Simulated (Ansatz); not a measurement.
NiMoIrPdW:

```
CELL_PARAMETERS angstrom
-1.37004 1.37004 9.71647
1.37004 -1.37004 9.71647
1.37004 1.37004 -9.71647
ATOMIC_POSITIONS crystal
Ni 0.19862 0.19862 0.00000
Mo 0.60922 0.60922 0.00000
Pd 0.79310 0.79310 0.00000
Ir 0.39944 0.39944 0.00000
W 0.99565 0.99565 0.00000
```

The cell was built by a generator and needn't be a form met in nature.

Program: Ansatz 0.2.0. Alike in all runs: task band structure; potentials or basis Ansatz PAW; spin collinear, ferromagnetic start; cell as given; k mesh 13 × 13 × 13; smearing fermi-dirac 0.05 eV.

**Question.** Order these runs on this cell by their pressure, lowest first.
A. level PBEsol; cutoff (eV) 420
B. level LDA; cutoff (eV) 420
C. level r2SCAN; cutoff (eV) 500

**Answer.** B (-14.7 GPa), A (-9.2 GPa), C (-5.5 GPa).

Caveats: the PAW data sets come from PBE, with cores solved anew for the run's functional, which leaves a small shift of forces and pressure; the starting moments weren't kept; the magnetic or orbital state may not be the lowest (some runs).

Runs at the PBE level aren't shown here.
